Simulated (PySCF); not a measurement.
# Pb(NH2)2: shape, vibrations and bonding

Aim: find the relaxed shape of Pb(NH2)2, test it by its vibrations, and read charges and levels. It is a constructed species; whether it can be made isn't addressed.

Method: PBE0, Pb def2-SVP with ECP60, N def2-SVP, H def2-SVP; scalar-relativistic core potentials, no spin–orbit coupling; program: PySCF 2.14.0.

1 further run of the same task is left out (for a known fault of the program).

### Step 1. Where the work starts

7 atoms, charge 0, spin multiplicity 1.

Bond lengths: Pb1–N2 2.241 Å, Pb1–N5 2.241 Å, N2–H3 1.018 Å, N2–H4 1.018 Å, N5–H6 1.018 Å, N5–H7 1.018 Å. Angles: N2–Pb1–N5 131.8°, Pb1–N2–H3 125.4°, Pb1–N2–H4 125.4°, H3–N2–H4 109.2°, Pb1–N5–H6 125.4°, Pb1–N5–H7 125.4°, H6–N5–H7 109.2°.

As a file:

```xyz
7

Pb    0.00000    0.00000    0.00000
N     2.04550    0.00000    0.91540
H     2.58400   -0.83000    1.15640
H     2.58400    0.83000    1.15640
N    -2.04550    0.00000    0.91540
H    -2.58400    0.83000    1.15640
H    -2.58400   -0.83000    1.15640
```

Formal oxidation states: Pb +2.

### Step 2. SCF at the start, singlet

run.py (the lines that set the calculation) reads:

```python
mol = gto.M(atom='''
Pb     0.00000     0.00000     0.00000
N      2.04550     0.00000     0.91540
H      2.58400    -0.83000     1.15640
H      2.58400     0.83000     1.15640
N     -2.04550     0.00000     0.91540
H     -2.58400     0.83000     1.15640
H     -2.58400    -0.83000     1.15640''',
    basis={'Pb': 'def2-SVP', 'N': 'def2-SVP', 'H': 'def2-SVP'},
    ecp={'Pb': 'def2-SVP'},
    charge=0, spin=0)
mf = dft.RKS(mol, xc='PBE0')
mf.grids.atom_grid = (50, 194)
mf = mf.density_fit()  # fitting sets: Pb def2-universal-JKFIT, N def2-universal-JKFIT, H def2-universal-JKFIT
mf.conv_tol = 1e-08; mf.max_cycle = 55
mf.kernel(dm0)  # dm0: free metal ions and neutral atoms
```

Run with:

```console
$ OMP_NUM_THREADS=2 python run.py
```

Log:

```text
init E= -310.743561470755
  HOMO = -0.0467578550385603  LUMO = -0.0275372089739978  gap/eV = 0.52302
cycle= 1 E= -301.736803625419  delta_E= 9.01  |g|= 2.67  |ddm|= 4.02
  HOMO = -0.23652360845805  LUMO = -0.230284193372052  gap/eV = 0.16978
cycle= 2 E= -298.439650244997  delta_E=  3.3  |g|= 4.49  |ddm|= 6.87
  HOMO = -0.262732041374319  LUMO = -0.0636230310020878  gap/eV = 5.41803
cycle= 3 E= -304.162805692782  delta_E= -5.72  |g|= 1.09  |ddm|= 5.12
  HOMO = -0.192326756637538  LUMO = -0.0494489261963675  gap/eV = 3.88790
cycle= 4 E= -304.470402365971  delta_E= -0.308  |g|= 0.332  |ddm|= 1.04
  HOMO = -0.209565564648532  LUMO = -0.0962185213570805  gap/eV = 3.08433
cycle= 5 E= -304.503019668487  delta_E= -0.0326  |g|= 0.137  |ddm|= 0.616
  HOMO = -0.197910176573325  LUMO = -0.0913376629791021  gap/eV = 2.89999
cycle= 6 E= -304.508264690151  delta_E= -0.00525  |g|= 0.00458  |ddm|= 0.175
  HOMO = -0.198424772026478  LUMO = -0.0907724564468726  gap/eV = 2.92937
cycle= 7 E= -304.508273418482  delta_E= -8.73e-06  |g|= 0.00156  |ddm|= 0.0152
  HOMO = -0.198479338871151  LUMO = -0.0907348657271658  gap/eV = 2.93188
cycle= 8 E= -304.508274383054  delta_E= -9.65e-07  |g|= 0.000387  |ddm|= 0.00347
  HOMO = -0.198504681677846  LUMO = -0.0907899017685541  gap/eV = 2.93107
cycle= 9 E= -304.508274476275  delta_E= -9.32e-08  |g|= 8.22e-05  |ddm|= 0.00129
  HOMO = -0.19850025146342  LUMO = -0.0907889818600527  gap/eV = 2.93097
cycle= 10 E= -304.508274480193  delta_E= -3.92e-09  |g|= 1.8e-05  |ddm|= 0.00026
  HOMO = -0.198496848160632  LUMO = -0.0907892805802106  gap/eV = 2.93087
Extra cycle  E= -304.508274480209  delta_E= -1.59e-11  |g|= 2.2e-05  |ddm|= 4.6e-05
converged SCF energy = -304.508274480209
```

It took 3 s on 2 threads of Arm Neoverse V1, shared host; peak memory 0.41 GiB.

Result: E = -304.508274 Eh, HOMO -5.40 eV, LUMO -2.47 eV, Mulliken charge on Pb1 +0.74 e. 

### Step 3. Relaxation, singlet

Steps are kept in the start's point group, C2v.

run.py (the lines that set the calculation) reads:

```python
mol = gto.M(atom='''
Pb     0.00000     0.00000    -0.12624
N      2.04550     0.00000     0.78916
H      2.58400    -0.83000     1.03016
H      2.58400     0.83000     1.03016
N     -2.04550     0.00000     0.78916
H     -2.58400     0.83000     1.03016
H     -2.58400    -0.83000     1.03016''',
    basis={'Pb': 'def2-SVP', 'N': 'def2-SVP', 'H': 'def2-SVP'},
    ecp={'Pb': 'def2-SVP'},
    charge=0, spin=0)
mf = dft.RKS(mol, xc='PBE0')
mf.grids.atom_grid = (50, 194)
mf = mf.density_fit()  # fitting sets: Pb def2-universal-JKFIT, N def2-universal-JKFIT, H def2-universal-JKFIT
mf.conv_tol = 1e-08; mf.max_cycle = 55
mf.kernel(dm0)  # dm0: an SCF of this state at this start
# quasi-Newton relaxation in Cartesian coordinates to a largest gradient under 0.00045 Eh/bohr, steps kept in the point group
```

Run with:

```console
$ OMP_NUM_THREADS=2 python run.py
```

The driver keeps no SCF log for this step, only its results.

Run time: 54 s. Hardware: 2 threads of Arm Neoverse V1, shared host.

Along the way:

```
step  energy from step 1 (eV)  largest force component (eV/Å)
   1                   0.0000                          0.7918
   2                  -0.2265                          0.6828
   3                  -0.3501                          0.7534
   4                  -0.4631                          0.5933
   5                  -0.5590                          0.7060
   6                  -0.6166                          0.7208
   7                  -0.6485                          0.6667
   8                  -0.7173                          0.4545
   9                  -0.7294                          1.2143
  10                  -0.7608                          0.4900
  11                  -0.7709                          0.1185
  12                  -0.7735                          0.0422
  13                  -0.7737                          0.0607
  14                  -0.7738                          0.0177
  15                  -0.7739                          0.0004
```

Close pairs (by a distance rule), those that changed most:

```
  bond  before (Å)  after (Å)  change (Å)
Pb1–N2       2.241      2.221      -0.020
Pb1–N5       2.241      2.221      -0.020
 N2–H3       1.018      1.026      +0.007
 N2–H4       1.018      1.026      +0.007
 N5–H6       1.018      1.026      +0.007
 N5–H7       1.018      1.026      +0.007
```

It ends in C2v at E = -304.536714 Eh.

```
Pb    0.00000    0.00000   -0.75781
N     1.73259    0.00000    0.63204
H     1.67222   -0.80353    1.26662
H     1.67222    0.80353    1.26662
N    -1.73259    0.00000    0.63204
H    -1.67222    0.80353    1.26662
H    -1.67222   -0.80353    1.26662
```

### Step 4. The relaxed geometry turned into its symmetry frame

run.py (the lines that set the calculation) reads:

```python
mol = gto.M(atom='''
Pb     0.00000     0.00000    -0.19618
N      1.73259     0.00000     1.19367
H      1.67222    -0.80353     1.82825
H      1.67222     0.80353     1.82825
N     -1.73259     0.00000     1.19367
H     -1.67222     0.80353     1.82825
H     -1.67222    -0.80353     1.82825''',
    basis={'Pb': 'def2-SVP', 'N': 'def2-SVP', 'H': 'def2-SVP'},
    ecp={'Pb': 'def2-SVP'},
    charge=0, spin=0)
mf = dft.RKS(mol, xc='PBE0')
mf.grids.atom_grid = (50, 194)
mf = mf.density_fit()  # fitting sets: Pb def2-universal-JKFIT, N def2-universal-JKFIT, H def2-universal-JKFIT
mf.conv_tol = 1e-08; mf.max_cycle = 55
mf.kernel(dm0)  # dm0: free metal ions and neutral atoms
```

Run with:

```console
$ OMP_NUM_THREADS=2 python run.py
```

Log:

```text
init E= -310.73190039368
  HOMO = -0.0758484486026632  LUMO = 0.00736591545111184  gap/eV = 2.26438
cycle= 1 E= -301.426572826627  delta_E= 9.31  |g|= 2.84  |ddm|= 4.02
  HOMO = -0.318415077975839  LUMO = -0.298722949742053  gap/eV = 0.53585
cycle= 2 E= -297.692894126583  delta_E= 3.73  |g|= 4.82  |ddm|= 7.05
  HOMO = -0.261515789003779  LUMO = -0.0695407334865355  gap/eV = 5.22391
cycle= 3 E= -304.10849767236  delta_E= -6.42  |g|= 1.21  |ddm|= 5.22
  HOMO = -0.210142558387678  LUMO = -0.0511355658790187  gap/eV = 4.32680
cycle= 4 E= -304.498089278553  delta_E= -0.39  |g|= 0.334  |ddm|=  1.3
  HOMO = -0.223159410590654  LUMO = -0.102157567033164  gap/eV = 3.29263
cycle= 5 E= -304.532393139251  delta_E= -0.0343  |g|= 0.128  |ddm|= 0.662
  HOMO = -0.210836711468254  LUMO = -0.0921075525093791  gap/eV = 3.23078
cycle= 6 E= -304.536698983766  delta_E= -0.00431  |g|= 0.00686  |ddm|= 0.173
  HOMO = -0.210876373621941  LUMO = -0.0919816032080689  gap/eV = 3.23529
cycle= 7 E= -304.536713016471  delta_E= -1.4e-05  |g|= 0.00132  |ddm|= 0.0132
  HOMO = -0.211111923704626  LUMO = -0.0918697230320635  gap/eV = 3.24475
cycle= 8 E= -304.536713552748  delta_E= -5.36e-07  |g|= 0.000252  |ddm|= 0.00225
  HOMO = -0.211130772479475  LUMO = -0.0918958336909999  gap/eV = 3.24455
cycle= 9 E= -304.536713572383  delta_E= -1.96e-08  |g|= 5.36e-05  |ddm|= 0.000409
  HOMO = -0.211132317997295  LUMO = -0.0918941531420074  gap/eV = 3.24464
cycle= 10 E= -304.536713573391  delta_E= -1.01e-09  |g|= 1.29e-05  |ddm|= 9.59e-05
  HOMO = -0.211136168230853  LUMO = -0.091891847916445  gap/eV = 3.24480
Extra cycle  E= -304.536713573355  delta_E= 3.64e-11  |g|= 1.95e-05  |ddm|= 4.2e-05
converged SCF energy = -304.536713573355
```

It took 1.9 s on 2 threads of Arm Neoverse V1, shared host.

It gives: E = -304.536714 Eh, HOMO -5.75 eV, LUMO -2.50 eV, Mulliken charge on Pb1 +0.64 e. 

### Step 5. Frequencies and infrared intensities

Changes to run.py (the lines that set the calculation) since step 4:

```diff
@@ -14,3 +14,4 @@
 mf = mf.density_fit()  # fitting sets: Pb def2-universal-JKFIT, N def2-universal-JKFIT, H def2-universal-JKFIT
-mf.conv_tol = 1e-08; mf.max_cycle = 55
-mf.kernel(dm0)  # dm0: free metal ions and neutral atoms
+mf.conv_tol = 1e-10; mf.max_cycle = 55
+mf.kernel(dm0)  # dm0: the density of the relaxed state
+# Hessian and dipole derivatives by central differences of gradients, 0.02 bohr
```

Run with:

```console
$ OMP_NUM_THREADS=2 python run.py
```

No log is kept here; the results follow.

Run time: 42 s. Hardware: 2 threads of Arm Neoverse V1, shared host.

Point group C2v; negative numbers are unstable modes, and those under 60 cm⁻¹ are near the numerical noise:

```
cm⁻¹  km/mol  symmetry
-444     0.0        a2
-333    82.3        b2
 159    11.4        a1
 455   177.6        b1
 481    40.9        a1
 560   153.2        b1
 574     0.0        a2
 632     7.8        b2
 634    16.0        a1
1521    17.0        b1
1531    17.5        a1
3462     1.0        b1
3463     0.3        a1
3550     0.0        a2
3551     0.8        b2
```

[end of part 1 of 2]
